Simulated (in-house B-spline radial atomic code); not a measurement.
# Excitations of C²⁺ as exact exchange is dialled in

Aim: follow the lowest excitations, the threshold and the polarisability of C²⁺ as the share of exact exchange in a PBE hybrid goes from none to all.

Method: linear response of a closed shell, each method with its own adiabatic kernel; non-relativistic; B-spline basis; no spin-orbit coupling, no double excitations; only terms of natural parity, (−1)^L, with L up to 3 are computed. Code: in-house B-spline radial atomic code version 1.

**1. Starting point**

```
element       : carbon (Z = 6)
charge        : +2
configuration : [He] 2s2
runs          : 0 % exact exchange; 10 % exact exchange; 20 % exact exchange; 30 % exact exchange; 40 % exact exchange; 50 % exact exchange; 60 % exact exchange; 70 % exact exchange; 80 % exact exchange; 90 % exact exchange; 100 % exact exchange
```

Outer shells as boxes (Hund's rule):

C²⁺
```
[He] core
2s [↑↓]
```

**2. 0 % exact exchange**

The run's settings:

```ini
Z = 6
electrons = 4.0
configuration = [He] 2s2
hamiltonian = nr
method = pbeh
box_radius = 29.48
exact_exchange_fraction = 0.0
intervals = 49
```

Command:

```console
$ python run_td.py task.json out
```

task.json lists these runs, among others, and the program works through them in turn.

**3. 10 % exact exchange**

The run's settings:

```ini
Z = 6
electrons = 4.0
configuration = [He] 2s2
hamiltonian = nr
method = pbeh
box_radius = 29.48
exact_exchange_fraction = 0.1
intervals = 49
```

**4. 20 % exact exchange**

The run's settings:

```ini
Z = 6
electrons = 4.0
configuration = [He] 2s2
hamiltonian = nr
method = pbeh
box_radius = 29.48
exact_exchange_fraction = 0.2
intervals = 49
```

**5. 30 % exact exchange**

The run's settings:

```ini
Z = 6
electrons = 4.0
configuration = [He] 2s2
hamiltonian = nr
method = pbeh
box_radius = 29.48
exact_exchange_fraction = 0.3
intervals = 49
```

**6. 40 % exact exchange**

The run's settings:

```ini
Z = 6
electrons = 4.0
configuration = [He] 2s2
hamiltonian = nr
method = pbeh
box_radius = 29.48
exact_exchange_fraction = 0.4
intervals = 49
```

**7. 50 % exact exchange**

The run's settings:

```ini
Z = 6
electrons = 4.0
configuration = [He] 2s2
hamiltonian = nr
method = pbeh
box_radius = 29.48
exact_exchange_fraction = 0.5
intervals = 49
```

**8. 60 % exact exchange**

The run's settings:

```ini
Z = 6
electrons = 4.0
configuration = [He] 2s2
hamiltonian = nr
method = pbeh
box_radius = 29.48
exact_exchange_fraction = 0.6
intervals = 49
```

**9. 70 % exact exchange**

The run's settings:

```ini
Z = 6
electrons = 4.0
configuration = [He] 2s2
hamiltonian = nr
method = pbeh
box_radius = 29.48
exact_exchange_fraction = 0.7
intervals = 49
```

**10. 80 % exact exchange**

The run's settings:

```ini
Z = 6
electrons = 4.0
configuration = [He] 2s2
hamiltonian = nr
method = pbeh
box_radius = 29.48
exact_exchange_fraction = 0.8
intervals = 49
```

**11. 90 % exact exchange**

The run's settings:

```ini
Z = 6
electrons = 4.0
configuration = [He] 2s2
hamiltonian = nr
method = pbeh
box_radius = 29.48
exact_exchange_fraction = 0.9
intervals = 49
```

**12. 100 % exact exchange**

The run's settings:

```ini
Z = 6
electrons = 4.0
configuration = [He] 2s2
hamiltonian = nr
method = pbeh
box_radius = 29.48
exact_exchange_fraction = 1.0
intervals = 49
```

**Question.** What will these runs give? Wanted: for each run, threshold; 2s→2p ¹P; 2s→2p ³P, Tamm-Dancoff; α; C6.

The runs gave:

```csv
run,threshold (eV),2s→2p ¹P (eV),"2s→2p ³P, Tamm-Dancoff (eV)",α (bohr³),C6 (hartree bohr⁶),time
0 % exact exchange,40.361,11.970,5.732,4.218,6.491,0.1 s
10 % exact exchange,41.032,11.938,5.688,4.241,6.540,0.1 s
20 % exact exchange,41.703,11.907,5.645,4.265,6.591,0.1 s
30 % exact exchange,42.373,11.876,5.602,4.289,6.642,0.1 s
40 % exact exchange,43.042,11.845,5.560,4.314,6.694,0.1 s
50 % exact exchange,43.711,11.814,5.517,4.338,6.748,0.1 s
60 % exact exchange,44.380,11.783,5.475,4.364,6.803,0.1 s
70 % exact exchange,45.048,11.752,5.433,4.389,6.859,0.1 s
80 % exact exchange,45.715,11.720,5.391,4.415,6.916,0.1 s
90 % exact exchange,46.382,11.690,5.349,4.442,6.974,0.1 s
100 % exact exchange,47.049,11.659,5.308,4.469,7.034,0.1 s
```

From 0 % exact exchange to 100 % exact exchange the threshold goes from 40.36 to 47.05 eV and α from 4.22 to 4.47 bohr³. 2s→2p ¹P moves from 11.97 eV (0 % exact exchange) to 11.66 eV (100 % exact exchange). 2s→2p ³P moves from 5.73 eV (0 % exact exchange) to 5.31 eV (100 % exact exchange). Exact exchange removes self-interaction, which deepens the highest level.
